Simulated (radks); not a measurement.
# The Coulomb parameter U of the 3d shell of Fe

Aim: U as the second difference [E(n + 0.25) + E(n − 0.25) − 2E(n)]/0.25², with all orbitals relaxed. Bare: the atom's charge changes with n. Screened: the 4s shell takes up the change. The start is a model configuration, not necessarily the ground state.

Program: radks (a radial shooting solver on a logarithmic mesh, Libxc functionals) version 1. Level of theory: scalar-relativistic Kohn-Sham, PBEsol, spin-unpolarised, spherical densities, point nucleus. These are calculated values, not measurements, unless marked.

## Step 1: The atom as given

| Property | Result |
| --- | --- |
| element | iron (Z = 26) |
| charge | 0 |
| electrons | 26 |
| configuration | [Ar] 3d7 4s1 |

Outer shells as boxes (Hund's rule):

Fe
```
[Ar] core
3d [↑↓][↑↓][↑ ][↑ ][↑ ]
4s [↑ ]
```

## Step 2: Start: [Ar] 3d7 4s1

Settings of this run:

```text
Z 26
configuration [Ar] 3d7 4s1
relativity scalar-relativistic
functional pbe_sol,pbe_sol
spin unpolarised
nucleus point
c 137.035999084
```

## Step 3: Bare +0.25: [Ar] 3d7.25 4s1

Settings of this run:

```text
Z 26
configuration [Ar] 3d7.25 4s1
relativity scalar-relativistic
functional pbe_sol,pbe_sol
spin unpolarised
nucleus point
c 137.035999084
```

## Step 4: Bare -0.25: [Ar] 3d6.75 4s1

Settings of this run:

```text
Z 26
configuration [Ar] 3d6.75 4s1
relativity scalar-relativistic
functional pbe_sol,pbe_sol
spin unpolarised
nucleus point
c 137.035999084
```

## Step 5: Screened +0.25: [Ar] 3d7.25 4s0.75

Settings of this run:

```text
Z 26
configuration [Ar] 3d7.25 4s0.75
relativity scalar-relativistic
functional pbe_sol,pbe_sol
spin unpolarised
nucleus point
c 137.035999084
```

## Step 6: Screened -0.25: [Ar] 3d6.75 4s1.25

Settings of this run:

```text
Z 26
configuration [Ar] 3d6.75 4s1.25
relativity scalar-relativistic
functional pbe_sol,pbe_sol
spin unpolarised
nucleus point
c 137.035999084
```

**Question.** What will these runs give?

The runs gave:

```
                  quantity  value (eV)
                   U, bare       9.798
         U, screened by 4s       2.071
F0(3d,3d), frozen orbitals      20.648
```

What this shows: Relaxing the orbitals brings U down to 47 % of the Slater integral F0. Letting 4s compensate leaves 21 % of the bare value; this second difference measures U(3d,3d) + U(4s,4s) − 2U(3d,4s). The step up makes a negative ion, whose loosely bound charge lowers the bare value. A solid screens further than the bare atom, so the bare value is an upper guide for the U of a crystal.
